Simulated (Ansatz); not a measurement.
# FeO: the cost of one run

Computed with Ansatz 0.2.0 (the levels named in each step, unless a step's input says otherwise).

## Step 1: The structure to begin with

Bond lengths: O1–Fe2 1.601 Å.

Structure file:

```xyz
2

O     0.0000    0.0000    0.0000
Fe    0.0000    0.0000    1.6010
```

## Step 2: A rough first relaxation, PBE-D4/def2-SVP

This run stands in another session on the same molecule. It ended at:

```xyz
2

O     0.0000    0.0000    0.0073
Fe    0.0000    0.0000    1.5937
```

## Step 3: Relaxation, PBE0-D4/def2-TZVPP

This run stands in another session on the same molecule. It ended at:

```xyz
2

O     0.0000    0.0000    0.0013
Fe    0.0000    0.0000    1.5998
```

## Step 4: Frequencies, PBE0-D4/def2-TZVPP

File input.yaml:

```yaml
crystal:
  periodic: [false, false, false]
  atoms:
    - { symbol: O, position_ang: [0.0, 0.0, 0.00127371] }
    - { symbol: Fe, position_ang: [0.0, 0.0, 1.59975629] }
magnetization:
  spin_polarized: true
  initial_magnetization: 4
basis:
  gaussian: { orbitals: def2-TZVPP }
hamiltonian:
  xc: pbe0
  dispersion: d4
phonons: {}
```

Command:

```console
$ ansatz run input.yaml --threads 2 --pin off --max-ram 5120MiB --backend cpu --events-out ev --progress --plain --runs-dir out
```

**Question.** How long does this run take on 2 threads of Intel Xeon at 2.70GHz, shared host, and how much memory does it need?

About 17 s, with a peak of 0.2 GiB.
